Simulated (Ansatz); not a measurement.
# CoF: the cost of one run

Program: Ansatz 0.2.0, Gaussian basis. Level of theory: def2-TZVPP, core rule «outside noble gas», up to 10 orbitals frozen. These are calculated values, not measurements.

The runs, in order: UHF; ROHF; CCSD(T) on UHF.

2 further runs of the same task are left out: 2 set aside as unsound or not needed.

## (1) The system

The geometry is a PBE0/def2-TZVP stationary point (not a proven minimum) of the parent state, kept for this charge and spin.

2 atoms, charge 1, spin multiplicity 2.

Atoms are counted from 1 here; the program's logs count them from 0.

Bond lengths: Co1–F2 1.746 Å.

## (2) UHF

in.yaml reads:

```yaml
crystal:
  periodic: [false, false, false]
  atoms:
    - {symbol: Co, position_ang: [0.000000, 0.000000, 0.000000]}
    - {symbol: F, position_ang: [0.000000, 0.000000, 1.746400]}
basis:
  gaussian: {orbitals: def2-TZVPP}
total_charge: 1
magnetization: {spin_polarized: true, initial_magnetization: 1}
hamiltonian: {xc: hf}
output: {orbitals: {seedname: orbitals}}
```

Command:

```console
> ansatz run in.yaml --threads 1 --pin off --events-out ev --progress --plain --max-ram 4096MiB --backend cpu
```

**Question.** How long does this run take on 1 thread of AMD EPYC 7R13, shared host, and how much memory does it need?

About 21 s, with a peak of 0.27 GiB.
